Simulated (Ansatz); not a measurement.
## OsRu, space group P-6m2: a comparison of functionals at one structure, step by step

Program: Ansatz 0.2.0, Python API.

`osru.xyz`
```text
2
Lattice="2.72701046 0.0 0.0 -1.36350523 2.36166033 0.0 0.0 0.0 4.30032006" Properties=species:S:1:pos:R:3 pbc="T T T"
Ru   -0.00000001    1.57444023    0.00000000
Os    1.36350524    0.78722010    2.15016003
```

The cells in order, each with its output:

**Cell 1**
```python
import ansatz as az

system = az.Crystal.from_extxyz('osru.xyz')
```

**Cell 2**
```python
system.resolved().sites[-1]
```
Output:
```text
Site(symbol='Os', position=(0.6666666682165314, 0.3333333290990242, 0.5), moment=None, axis=None, held=None, saved=None)
```

**Cell 3**
```python
calculation = (
    system.calculation()
    .kpoints(13, 13, 7)
    .occupations(az.OccupationsMethod.FERMI_DIRAC, width=0.1)
)
```

**Cell 4**
```python
rows = []
for value in ['blyp', 'r2scan', 'lda']:
    report = calculation.functional(value).run(threads=1).report
    rows.append((value, report['free_energy_ev'] / len(report['lattice']['sites']), report['n_iterations'], report['n_kpoints']))
```
Output:
```text
DeckWarning: basis.ecutwfc = 420 eV, auto-derived from the records' recommended cutoffs: set by Ru (normal level)
DeckWarning: basis.ecutwfc = 500 eV, auto-derived from the records' recommended cutoffs: set by Ru (their level for a meta-GGA)
```

**Cell 5**
```python
print('  functional   F/atom (eV)    iterations      k-points')
for row in rows:
    print(f'{str(row[0]):>12s}  {row[1]:12.5f}  {row[2]:12d}  {row[3]:12d}')
```
Output:
```text
  functional   F/atom (eV)    iterations      k-points
        blyp   -8650.90367             6            84
      r2scan   -8644.18959             8            84
         lda   -8438.39817             6            84
```

BLYP can be off by several per cent in the lattices of metals, and by several GPa in the pressure at a fixed cell. The mesh is modest for a metal, so energies can be off by several to tens of meV an atom and pressures by half a GPa or more; differences at equal mesh fare better. Spin-orbit coupling, which matters for elements this heavy, is left out. This cell is a computed structure, which may not be the phase found in nature. Warnings are shown shortened and without file and line. Total energies of different functionals can't be compared; pressures, moments and gaps at this one structure can. Wall time of the script: 26 s on 1 thread of Arm Neoverse N1, with other jobs on the host, peak memory 0.45 GiB.
